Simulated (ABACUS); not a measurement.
Wanted: the native input for an ABACUS 3.10.1 run.

```yaml
Task: single point
Functional: PBE
Potentials_or_basis: GBRV ultrasoft 1.5 PBE
Cutoff: 544 eV
Density_cutoff: 4354 eV
Basis: plane waves
k_mesh: 5 × 5 × 5
Occupations: fermi-dirac, width 0.05 eV
Spin: no spin polarisation
Radial_cutoff_of_the_potentials_pseudo_rcut: 10 bohr
SCF_threshold_on_the_density: 1e-08
Max_SCF_steps: 100
Eigensolver: dav
Mixing: broyden
Mixing_share: 0.7
Symmetry_key: 1
Bands: 29
```

The system is Bi2Te3 (Tellurobismuthite).

```
Bi Te
1.0
     2.19300    1.26613   10.16567
    -2.19300    1.26613   10.16567
     0.00000   -2.53226   10.16567
Bi Te
2 3
Direct
  0.60000 0.60000 0.60000
  0.40000 0.40000 0.40000
  0.79050 0.79050 0.79050
  0.20950 0.20950 0.20950
  0.00000 0.00000 0.00000
```

The input as run:

INPUT

```
INPUT_PARAMETERS
suffix              Bi2Te3
calculation         scf
basis_type          pw
pseudo_dir          ./
symmetry            1
dft_functional      pbe
ecutwfc             40
pseudo_rcut         10
nspin               1
nbands              29
ks_solver           dav
smearing_method     fd
smearing_sigma      0.00367493
scf_thr             1e-08
scf_nmax            100
mixing_type         broyden
mixing_beta         0.7
cal_force           1
cal_stress          1
ecutrho             320
out_chg             1
out_pot             2
out_elf             0
kpar                4
```

STRU

```
ATOMIC_SPECIES
Bi 208.9804 bi_pbe_v1.uspp.F.UPF
Te 127.6000 te_pbe_v1.uspp.F.UPF

LATTICE_CONSTANT
1.8897261246

LATTICE_VECTORS
2.1930000000 1.2661291403 10.1656666667
-2.1930000000 1.2661291403 10.1656666667
0.0000000000 -2.5322582807 10.1656666667

ATOMIC_POSITIONS
Direct

Bi
0.0
2
0.6000000000 0.6000000000 0.6000000000 1 1 1
0.4000000000 0.4000000000 0.4000000000 1 1 1

Te
0.0
3
0.7905000000 0.7905000000 0.7905000000 1 1 1
0.2095000000 0.2095000000 0.2095000000 1 1 1
0.0000000000 0.0000000000 0.0000000000 1 1 1
```

KPT

```
K_POINTS
0
Gamma
5 5 5 0 0 0
```

Potentials or basis: GBRV ultrasoft 1.5 PBE, plane waves.

Run with:

```console
$ OMP_NUM_THREADS=1 mpirun -np 4 abacus > log
```

Results of the run:

```
Pressure               : 1.5 GPa
Largest force          : 0.018 eV/Å
Band gap on the k mesh : 0.28 eV, direct
```

Caveat: spin-orbit coupling is left out, which as a rule narrows the gap of such compounds by several tenths of an eV; an odd mesh through Γ misses points on the zone boundary, where band edges often lie.

Wall time 2 min on 4 MPI ranks on Intel(R) Xeon(R) 6975P-C (Granite Rapids), with other jobs on the host, peak memory 2.6 GiB a rank.
